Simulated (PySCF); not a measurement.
**C₄H₉BSi₂: electronic excitations**

Wanted: the electronic excitations of C₄H₉BSi₂ (`C#C[SiH2][SiH2]BC=C`), by calculation.

Computed with PySCF 2.14.0, with density-fitted response routines of our own, on a single molecule in the gas phase. Atoms count from 0, in the outputs and in this text.

## Step 1: The starting structure

16 atoms, charge 0, multiplicity 1; geometry from: GFN2-xTB.

Bonds of the start (Å): C0–C1 1.20, C1–Si2 1.85, Si2–Si3 2.34, Si3–B4 1.94, B4–C5 1.54, C5–C6 1.34, C0–H7 1.05, Si2–H8 1.47, Si2–H9 1.47, Si3–H10 1.48, Si3–H11 1.48, B4–H12 1.18, C5–H13 1.09, C6–H14 1.08, C6–H15 1.08.

## Step 2: Ultraviolet spectrum: PBE0/def2-SVPD

Job settings and geometry (Å):

```
{"job": {"kind": "uv", "xc": "PBE0", "basis": "def2-SVPD", "nstates": 8, "ntriplets": 3}, "charge": 0, "multiplicity": 1}
C      1.418596     0.368426     2.749482
C      1.819489     0.026281     1.668261
Si     2.351119    -0.527646    -0.016459
Si     0.457444    -1.269238    -1.170722
B     -0.800324     0.205740    -1.309522
C     -1.716635     0.547025    -0.116616
C     -2.880361     1.192349    -0.227824
H      1.084298     0.671842     3.700656
H      3.009354     0.640226    -0.623438
H      3.391938    -1.538973     0.211581
H      0.948083    -1.853698    -2.436580
H     -0.014762    -2.456609    -0.429446
H     -0.852963     0.894471    -2.260510
H     -1.448452     0.194399     0.876474
H     -3.229918     1.557400    -1.181301
H     -3.544504     1.356951     0.607896
```

Level: TDDFT PBE0/def2-SVPD, vertical, gas phase, core orbitals frozen in the response.

Command:

```bash
OMP_NUM_THREADS=1 python probes_run.py task.json out
```

The driver reads the jobs from task.json and runs them one after another.

What will the session give for the following? lowest singlet (PBE0/def2-SVPD); brightest single state of those computed; lowest triplet. Wanted: lowest singlet; brightest single state of those computed; lowest triplet.

As calculated:

| quantity | value |
| --- | --- |
| lowest singlet (PBE0/def2-SVPD) | 3.96 eV (313 nm), f = 0.121 |
| brightest single state of those computed | state 5, 5.35 eV, f = 0.210 |
| lowest triplet | 3.03 eV |

In words: The lowest singlet, at 3.96 eV, is HOMO→LUMO 0.84 and is bright; of the 8 states computed, the strongest absorption comes from state 5 at 5.35 eV. The lowest triplet lies 0.94 eV below the lowest singlet (triplets in Tamm-Dancoff, singlets in full TDDFT).
